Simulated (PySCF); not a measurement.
# H4NdS2 (Nd(H2S)23+): the cost of one run

Method: r2SCAN, Nd lcecp-1-SVP with ECP49, S def2-SVP, H def2-SVP; scalar-relativistic core potentials, no spin–orbit coupling; program: PySCF 2.14.0.

4 further runs of the same task are left out: 2 for a known fault of the program, 1 that didn't finish, 1 set aside as unsound or not needed.

## 1. The system as given

7 atoms, charge 3, spin multiplicity 1.

Bond lengths: Nd1–S2 2.922 Å, Nd1–S5 2.922 Å, S2–H3 1.344 Å, S2–H4 1.344 Å, S5–H6 1.344 Å, S5–H7 1.344 Å. Angles: S2–Nd1–S5 180.0°, Nd1–S2–H3 114.2°, Nd1–S2–H4 114.2°, H3–S2–H4 92.4°, Nd1–S5–H6 114.2°, Nd1–S5–H7 114.2°, H6–S5–H7 92.4°.

As a file:

```xyz
7

Nd    0.0000    0.0000    0.0000
S     0.0000    0.0000    2.9225
H     0.9700    0.7500    3.4725
H    -0.9700    0.7500    3.4725
S     0.0000    0.0000   -2.9225
H     0.9700   -0.7500   -3.4725
H    -0.9700   -0.7500   -3.4725
```

Formal oxidation states: Nd +3. Each metal's 3 4f electrons lie in its core potential, so multiplicities, spins and levels count the valence alone.

## 2. SCF at the start, singlet

run.py (the lines that set the calculation) reads:

```python
mol = gto.M(atom='''
Nd     0.00000     0.00000     0.00000
S      0.00000     0.00000     2.92250
H      0.97000     0.75000     3.47250
H     -0.97000     0.75000     3.47250
S      0.00000     0.00000    -2.92250
H      0.97000    -0.75000    -3.47250
H     -0.97000    -0.75000    -3.47250''',
    basis={'Nd': 'lcecp-1-SVP', 'S': 'def2-SVP', 'H': 'def2-SVP'},
    ecp={'Nd': 'lcecp-1-SVP'},
    charge=3, spin=0)
mf = dft.RKS(mol, xc='R2SCAN')
mf.grids.atom_grid = (50, 194)  # f atoms: unpruned, at least (60, 302)
mf = mf.density_fit()  # fitting sets: Nd AutoAux, S def2-universal-JKFIT, H def2-universal-JKFIT
mf.conv_tol = 1e-08; mf.max_cycle = 55
mf.kernel(dm0)  # dm0: free metal ions and neutral atoms
```

On the command line:

```
$ OMP_NUM_THREADS=2 python run.py
```

What time and memory should one allow on 2 threads of Arm Neoverse V1, shared host?

About 7.2 s, with a peak of 0.54 GiB.
